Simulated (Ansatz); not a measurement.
# CHBrN radical: geometry and frequencies at several levels

The task here is to estimate one member of a computed series from the others.

Computed with Ansatz 0.2.0 (the levels named in each step, unless a step's input says otherwise).

### The starting structure

Bond lengths: C1–N2 1.136 Å, C1–H4 1.061 Å. Angles: N2–C1–H4 180.0°.

Structure file:

```xyz
4

C     0.0000    0.0000   -0.9141
N     0.0000    0.0000   -2.0500
Br    0.0000    0.0000    2.8166
H     0.0000    0.0000    0.1474
```

The first run:

Input file input.yaml:

```yaml
crystal:
  periodic: [false, false, false]
  atoms:
    - { symbol: C, position_ang: [0.0, 0.0, -0.93047458] }
    - { symbol: "N", position_ang: [0.0, 0.0, -2.0982976] }
    - { symbol: Br, position_ang: [0.0, 0.0, 2.86709976] }
    - { symbol: H, position_ang: [0.0, 0.0, 0.16168242] }
magnetization:
  spin_polarized: true
  initial_magnetization: 1
basis:
  gaussian: { orbitals: STO-3G }
hamiltonian:
  xc: hf
relax:
  f_tol: 0.002
  max_steps: 150
```

On the command line:

```bash
> ansatz run input.yaml --threads 2 --pin off --max-ram 5120MiB --backend cpu --events-out ev --progress --plain --runs-dir out
```

Among the steps run: Relaxation, HF/STO-3G; Frequencies, HF/STO-3G; Relaxation, HF/def2-SVP; Frequencies, HF/def2-SVP; Relaxation, LDA/def2-SVP; Frequencies, LDA/def2-SVP; Relaxation, PBE-D4/def2-SVP; Frequencies, PBE-D4/def2-SVP; Relaxation, MP2/def2-TZVPP; Frequencies, MP2/def2-TZVPP.

One table of the session follows, with a row left open; its other results are not shown here.

It belongs to the step «Geometries side by side». 

```
             level  C1–N2 (Å)  rotational constants (MHz)  dipole (D)  highest frequency (cm⁻¹)
         HF/STO-3G     1.1531                      1362.1        2.73                      3824
       HF/def2-SVP     1.1313                      1058.9        3.52                      3615
      LDA/def2-SVP          ?                           ?           ?                         ?
   PBE-D4/def2-SVP     1.1676                      1249.9        3.34                      3306
PBE0-D4/def2-TZVPP     1.1459                      1214.3        3.49                         -
    MP2/def2-TZVPP     1.1664                      1196.4        3.39                      3439
```

Q: Estimate the row for LDA/def2-SVP from the others.

As computed: C1–N2 (Å): 1.1622; rotational constants (MHz): 1387.7; dipole (D): 3.45; highest frequency (cm⁻¹): 3238. In the column «C1–N2 (Å)» it lies between HF/STO-3G (1.1531) and MP2/def2-TZVPP (1.1664).
